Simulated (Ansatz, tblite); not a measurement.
# Al(H2S)F3 (AlF₃H₂S): one state, many levels

How do method and basis change the picture of Al(H2S)F3 (AlF₃H₂S) (singlet)?

Method: as each input shows; program: Ansatz 0.2.0, Gaussian basis.

Plan: GFN1-xTB, GFN2-xTB, PBE-D4/def2-TZVP, r2SCAN-D4/def2-TZVP, HF/def2-TZVP, B2PLYP/def2-TZVP, B3LYP-D4/def2-TZVP, LC-ωPBE/def2-TZVP, ωB97M-V/def2-TZVP, LDA/def2-TZVP, BLYP-D4/def2-TZVP, PBE-D4/def2-SVP, PBE0-D4/def2-SVP, HF/6-31G, B3LYP-D4/6-31G, PBE0-D4/def2-TZVPD, PBE-D4/def2-TZVPD, r2SCAN-D4/def2-TZVPD, CCSD(T)/def2-TZVPP, MP2/def2-TZVP, RPA/def2-TZVP.

## Step 1: The structure

The geometry is that of the singlet, from an earlier relaxation (PBE-D4/def2-SVP).

7 atoms, charge 0, spin multiplicity 1.

Bond lengths: Al1–S2 2.505 Å, Al1–F5 1.673 Å, Al1–F6 1.677 Å, Al1–F7 1.673 Å, S2–H3 1.365 Å, S2–H4 1.365 Å. Angles: S2–Al1–F5 99.2°, S2–Al1–F6 96.8°, S2–Al1–F7 99.1°, F5–Al1–F6 117.1°, F5–Al1–F7 119.6°, F6–Al1–F7 117.0°, Al1–S2–H3 93.7°, Al1–S2–H4 93.7°, H3–S2–H4 92.0°.

Coordinates:

```xyz
7
charge 0, multiplicity 1
Al    0.1364   -0.2335   -0.9964
S     0.1512   -0.2514    1.5081
H     0.5169    1.0602    1.6030
H    -1.1740    0.0605    1.6060
F     1.7858   -0.1981   -1.2743
F    -0.6990    1.2088   -1.1791
F    -0.7173   -1.6465   -1.2673
```

PBE0-D4/def2-TZVP was run before; its log isn't repeated, and its numbers join the tables.

## Step 2: GFN1-xTB

Tight binding, by tblite at 300 K electronic temperature and without a spin-polarisation term:

```python
tblite.interface.Calculator('GFN1-xTB', numbers, positions, charge=0, uhf=0).singlepoint()
```

Energy -590.8690 eV, HOMO -13.31 eV, LUMO -8.06 eV; 0.007 s.

## Step 3: GFN2-xTB

Tight binding, by tblite at 300 K electronic temperature and without a spin-polarisation term:

```python
tblite.interface.Calculator('GFN2-xTB', numbers, positions, charge=0, uhf=0).singlepoint()
```

Energy -538.6217 eV, HOMO -12.66 eV, LUMO -7.19 eV; 0.004 s.

## Step 4: PBE-D4/def2-TZVP

start.molden holds the orbitals of an earlier run on this state, given as this run's starting guess.

in.yaml

```yaml
crystal:
  periodic: [false, false, false]
  atoms:
    - {symbol: Al, position_ang: [0.136415, -0.233492, -0.996358]}
    - {symbol: S, position_ang: [0.151250, -0.251414, 1.508065]}
    - {symbol: H, position_ang: [0.516887, 1.060232, 1.603033]}
    - {symbol: H, position_ang: [-1.173965, 0.060527, 1.606011]}
    - {symbol: F, position_ang: [1.785752, -0.198127, -1.274315]}
    - {symbol: F, position_ang: [-0.698992, 1.208785, -1.179112]}
    - {symbol: F, position_ang: [-0.717347, -1.646512, -1.267334]}
basis:
  gaussian: {orbitals: def2-TZVP, initial_orbitals: start.molden}
hamiltonian: {xc: pbe, dispersion: d4}
scf: {omitted_lower_state_checks: [starts]}
output: {orbitals: {seedname: orbitals}}
```

Command:

```
> ansatz run in.yaml --threads 2 --pin off --events-out ev --progress --plain --max-ram 32768MiB --backend cpu
```

The runs that follow: r2SCAN-D4/def2-TZVP; HF/def2-TZVP; B2PLYP/def2-TZVP; B3LYP-D4/def2-TZVP; LC-ωPBE/def2-TZVP; ωB97M-V/def2-TZVP; LDA/def2-TZVP; BLYP-D4/def2-TZVP; PBE-D4/def2-SVP; PBE0-D4/def2-SVP; HF/6-31G; B3LYP-D4/6-31G; PBE0-D4/def2-TZVPD; PBE-D4/def2-TZVPD; r2SCAN-D4/def2-TZVPD; CCSD(T)/def2-TZVPP; MP2/def2-TZVP; RPA/def2-TZVP.

Q: Predict the results of all the runs planned. Wanted: gap in def2-TZVP, named functionals and Hartree-Fock, smallest and largest; correlation energy, CCSD(T)/def2-TZVPP; correlation energy, MP2/def2-TZVP; binding an atom, CCSD(T)/def2-TZVPP; PBE0 total energy, smallest basis above largest.

**Answer**, as computed:

```
                                                                  quantity                             value
gap in def2-TZVP, named functionals and Hartree-Fock, smallest and largest  6.22 eV (BLYP-D4), 15.60 eV (HF)
                                    correlation energy, CCSD(T)/def2-TZVPP                         -29.28 eV
                                         correlation energy, MP2/def2-TZVP                         -27.57 eV
                                       binding an atom, CCSD(T)/def2-TZVPP                          3.793 eV
                           PBE0 total energy, smallest basis above largest   16.71 eV (def2-SVP, def2-TZVPD)
```

**Reading.** Orbital gaps of the named functionals and Hartree-Fock in def2-TZVP span 6.22 eV (BLYP-D4) to 15.60 eV (HF); exact exchange widens it. A small miss in a minimal or small basis is a cancelling of errors, not accuracy. The functionals in def2-TZVP miss CCSD(T)/def2-TZVPP by -0.001 (PBE0-D4) to +0.609 eV (LDA) an atom. CCSD(T)/def2-TZVPP isn't at the basis-set limit; small misses against it rank nothing.
